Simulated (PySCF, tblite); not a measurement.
# C₆H₁₅PSi: geometry, infrared bands and NMR shifts

What infrared bands and NMR shifts should C₆H₁₅PSi (`C=C(C)P(C)[SiH](C)C`) show?

The runs use tblite 0.8.0 and PySCF 2.14.0, with density-fitted response routines of our own; the level of theory stands in each step. All values are computed, except where a source is named. Atoms are numbered from 0 throughout.

**1. The molecule as given**

23 atoms, charge 0, multiplicity 1; geometry from: force field or distance geometry start.

Bonds of the start (Å): C0–C1 1.33, C1–C2 1.48, C1–P3 1.84, P3–C4 1.87, P3–Si5 2.16, Si5–C6 1.89, Si5–C7 1.88, C0–H8 1.08, C0–H9 1.11, C2–H10 1.10, C2–H11 1.12, C2–H12 1.11, C4–H13 1.12, C4–H14 1.11, C4–H15 1.12, Si5–H16 1.46, C6–H17 1.11, C6–H18 1.12, C6–H19 1.11, C7–H20 1.10, C7–H21 1.12, C7–H22 1.12.

**2. Optimising the geometry with GFN2-xTB**

What the job is given:

```
{"job": {"kind": "relax", "xc": "GFN2-xTB", "basis": "xTB"}, "charge": 0, "multiplicity": 1}
C     -2.545100    -0.619800    -0.784800
C     -1.979900     0.136400     0.151300
C     -2.745500     1.235400     0.791300
P     -0.251200    -0.139800     0.714500
C     -0.135500    -1.872800     1.395500
Si     1.283400     0.362700    -0.722000
C      2.656300    -0.931600    -0.612700
C      2.088600     1.990900    -0.227200
H     -2.035900    -1.434900    -1.272700
H     -3.593900    -0.413100    -1.083600
H     -2.006900     1.966500     1.142400
H     -3.236000     0.804900     1.696200
H     -3.511800     1.661000     0.107200
H     -0.015000    -2.607400     0.554200
H     -1.121000    -2.074100     1.872200
H      0.706700    -1.959300     2.122600
H      0.861100     0.388800    -2.117200
H      2.218500    -1.900700    -0.287500
H      3.416800    -0.548700     0.118600
H      3.168300    -1.032400    -1.589300
H      3.177300     1.910300    -0.386800
H      1.700400     2.832300    -0.864500
H      1.895600     2.272500     0.838200
```

The run is started by

```
$ OMP_NUM_THREADS=1 python probes_run.py task.json out
```

One launch serves the whole session: the jobs run in the order shown.

**Question.** This job is followed by: GFN2-xTB harmonic vibrations, gas phase; GIAO PBE0/pcSseg-1 NMR shielding, non-relativistic, gas phase. What will the session give for the following? strongest single infrared mode (GFN2-xTB); zero-point energy (GFN2-xTB); ¹³C shifts against TMS (PBE0/pcSseg-1, means over atoms taken as alike); ¹H shifts against TMS (PBE0/pcSseg-1, means over atoms taken as alike); ³¹P shifts against H3PO4 (PBE0/pcSseg-1); ²⁹Si shifts against TMS (PBE0/pcSseg-1); surface potential, 1st and 99th percentile.

**Answer**, as computed:

| quantity | value |
| --- | --- |
| strongest single infrared mode (GFN2-xTB) | 2102 cm⁻¹, 285 km/mol |
| zero-point energy (GFN2-xTB) | 118.8 kcal/mol |
| ¹³C shifts against TMS (PBE0/pcSseg-1, means over atoms taken as alike) | 155.2, 119.9, 27.3, 6.9, -1.7 ppm |
| ¹H shifts against TMS (PBE0/pcSseg-1, means over atoms taken as alike) | 5.65, 5.09, 4.45, 2.00, 1.21, 0.24 ppm |
| ³¹P shifts against H3PO4 (PBE0/pcSseg-1) | -108.1 ppm |
| ²⁹Si shifts against TMS (PBE0/pcSseg-1) | -12.0 ppm |
| surface potential, 1st and 99th percentile | -1.09 V and 0.71 V |

**Reading.** The optimisation took 266 steps and gained 1.005 eV; among the close pairs (by a distance rule), P3–Si5 changed most, from 2.161 to 2.259 Å. All 63 modes are real, so the xTB geometry is a minimum. The strongest single mode, at 2102 cm⁻¹, moves mainly H16. Unscaled tight-binding wavenumbers are off by several per cent, some by more. Its intensities can rank the bands wrongly. C1 (fully substituted alkene carbon) lies farthest downfield among carbon, at 155.2 ppm; as expected for a trigonal carbon in a double bond. At PBE0/pcSseg-1: The widest tensor belongs to C1: span 247 ppm, with a paramagnetic part of -235 ppm.
